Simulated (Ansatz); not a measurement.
**F₂H₆N₂OSi₂: a ladder of functionals and wavefunction methods**

One table from this session's results is given with a row withheld; the runs are named, their logs left out.

Program: Ansatz 0.2.0, Gaussian basis. Level of theory: functionals in def2-TZVPP, the program's frozen cores in correlated methods. These are calculated values, not measurements.

Plan: LDA (SPW92), PBE-D4, revPBE-D4, BLYP-D4, r2SCAN-D4, B97M-V, PBE0-D4, B3LYP-D4, r2SCANh-D4, r2SCAN0-D4, HSE06-D4, BHLYP-D4, CAM-B3LYP-D4, LC-ωPBE, ωB97X-V, ωB97M-V, B2PLYP, PBE-QIDH; CCSD(T)/def2-SVP; CCSD(T)/def2-TZVPP; MP2/def2-QZVPP; extrapolation to the limit; RPA on PBE.

## Structure used throughout

All runs share one geometry, relaxed beforehand with PBE0-D4 in a triple-zeta def2 set.

SMILES `N[Si@@H](F)O[Si@@H](N)F`, 13 atoms, charge 0, spin multiplicity 1.

Atoms are counted from 1 here; the program's logs count them from 0.

Bond lengths: N1–Si2 1.690 Å, N1–H8 1.007 Å, N1–H9 1.006 Å, Si2–F3 1.599 Å, Si2–O4 1.622 Å, Si2–H10 1.473 Å, O4–Si5 1.622 Å, Si5–N6 1.690 Å, Si5–F7 1.599 Å, Si5–H11 1.473 Å, N6–H12 1.007 Å, N6–H13 1.006 Å. Angles: Si2–N1–H8 121.3°, Si2–N1–H9 121.4°, H8–N1–H9 112.1°, N1–Si2–F3 114.0°, N1–Si2–O4 107.2°, N1–Si2–H10 110.3°, F3–Si2–O4 106.7°, F3–Si2–H10 105.6°, O4–Si2–H10 113.2°, Si2–O4–Si5 148.3°, O4–Si5–N6 107.1°, O4–Si5–F7 106.7°, O4–Si5–H11 113.2°, N6–Si5–F7 114.0°, N6–Si5–H11 110.3°, F7–Si5–H11 105.6°, Si5–N6–H12 121.3°, Si5–N6–H13 121.4° and more.

The first run:

in.yaml reads:

```yaml
crystal:
  periodic: [false, false, false]
  atoms:
    - {symbol: N, position_ang: [-0.039094, -1.598760, 2.109700]}
    - {symbol: Si, position_ang: [0.915010, -1.097172, 0.808667]}
    - {symbol: F, position_ang: [1.298331, -2.270361, -0.207359]}
    - {symbol: O, position_ang: [0.046422, -0.016956, -0.032788]}
    - {symbol: Si, position_ang: [-0.144430, 0.835642, -1.398820]}
    - {symbol: N, position_ang: [-1.288130, 2.037705, -1.080109]}
    - {symbol: F, position_ang: [1.298392, 1.398906, -1.794535]}
    - {symbol: H, position_ang: [-1.032940, -1.725373, 2.011917]}
    - {symbol: H, position_ang: [0.342168, -2.157934, 2.854152]}
    - {symbol: H, position_ang: [2.197506, -0.559112, 1.294390]}
    - {symbol: H, position_ang: [-0.575154, 0.012059, -2.541808]}
    - {symbol: H, position_ang: [-1.320014, 2.507169, -0.190220]}
    - {symbol: H, position_ang: [-1.677767, 2.599287, -1.818389]}
basis:
  gaussian: {orbitals: def2-TZVPP}
hamiltonian: {xc: lda}
output: {orbitals: {seedname: orbitals}}
```

The run is started by

```bash
> ansatz run in.yaml --threads 2 --pin off --events-out ev --progress --plain --max-ram 32768MiB --backend cpu
```

Steps of the session up to this table: LDA; PBE-D4 (GGA); revPBE-D4 (GGA); BLYP-D4 (GGA); r2SCAN-D4 (meta-GGA); B97M-V (meta-GGA); B3LYP-D4 (hybrid); r2SCANh-D4 (hybrid); r2SCAN0-D4 (hybrid); HSE06-D4 (hybrid); BHLYP-D4 (hybrid); CAM-B3LYP-D4 (range-separated); LC-ωPBE (range-separated); ωB97X-V (range-separated); ωB97M-V (range-separated); B2PLYP (double hybrid); PBE-QIDH (double hybrid).

One table of the session follows, with a row left open; its other results are not shown here.

It belongs to the step «Frontier levels by functional». 

```
  functional  HOMO (eV)  LUMO (eV)  gap (eV)
 LDA (SPW92)      -6.70      -0.06      6.65
      PBE-D4      -6.52       0.05      6.57
   revPBE-D4      -6.45       0.11      6.55
     BLYP-D4      -6.39       0.01      6.40
   r2SCAN-D4      -6.84       0.78      7.62
      B97M-V      -6.96       0.25      7.21
     PBE0-D4      -8.03       0.89      8.92
    B3LYP-D4      -7.77       0.52      8.29
  r2SCANh-D4      -7.41       1.02      8.43
  r2SCAN0-D4      -8.27       1.37      9.64
    HSE06-D4          ?          ?         ?
    BHLYP-D4      -9.45       1.47     10.93
CAM-B3LYP-D4      -9.51       1.63     11.14
     LC-ωPBE     -10.95       2.96     13.92
     ωB97X-V     -10.56       2.75     13.31
     ωB97M-V     -10.46       2.26     12.72
```

**Question.** Estimate the row for HSE06-D4.

The run gave: HOMO (eV): -7.62; LUMO (eV): 0.52; gap (eV): 8.14. In the column «HOMO (eV)» it lies between B3LYP-D4 (-7.77) and r2SCANh-D4 (-7.41).
